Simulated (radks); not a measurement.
**Spin polarisation of the 5p shell in Ba³⁺**

One table from this session's results is given with a row withheld; the runs are named, their logs left out.

The numbers are computed with radks (a radial shooting solver on a logarithmic mesh, Libxc functionals) version 1 (scalar-relativistic Kohn-Sham, BLYP, spin-polarised, spherical densities, finite nucleus), except any that are marked as measured or tabulated.

## The atom as given

| Quantity | Value |
| --- | --- |
| element | barium (Z = 56) |
| charge | +3 |
| electrons | 53 |
| configuration | [Kr] 4d10 5s2 5p(up 2.5, down 2.5) |
| nuclear rms radius | 4.8378 fm |

A shell typed twice in an input gives spin up, then spin down.

Set-up of the first run:

The run's settings:

```text
Z 56
configuration [Kr] 4d10 5s2 5p2.5 5p2.5
relativity scalar-relativistic
functional b88,lyp
spin polarised
nucleus finite rms 4.8378 fm
c 137.035999084
```

Among the steps run: No moment.

One table of the session follows, with a row left open; its other results are not shown here.

It belongs to the step «No moment». Sizes of the orbitals, from the radial functions (bohr):

```
level     <r>  outermost maximum (interpolated)  90 % within  nodes
   3s       ?                                 ?            ?      ?
   3p  0.2900                             0.261        0.435      1
   3d  0.2666                             0.215        0.417      0
   4s  0.6737                             0.625        0.968      3
   4p  0.7152                             0.653         1.04      2
   4d  0.7990                             0.695         1.20      1
   5s   1.602                              1.46         2.29      4
   5p   1.835                              1.64         2.66      3
```

Q: Estimate the row for 3s from the others.

**Answer.** <r>: 0.2920; outermost maximum (interpolated): 0.266; 90 % within: 0.429; nodes: 2. In the column «<r>» it lies between 3p (0.2900) and 4s (0.6737).
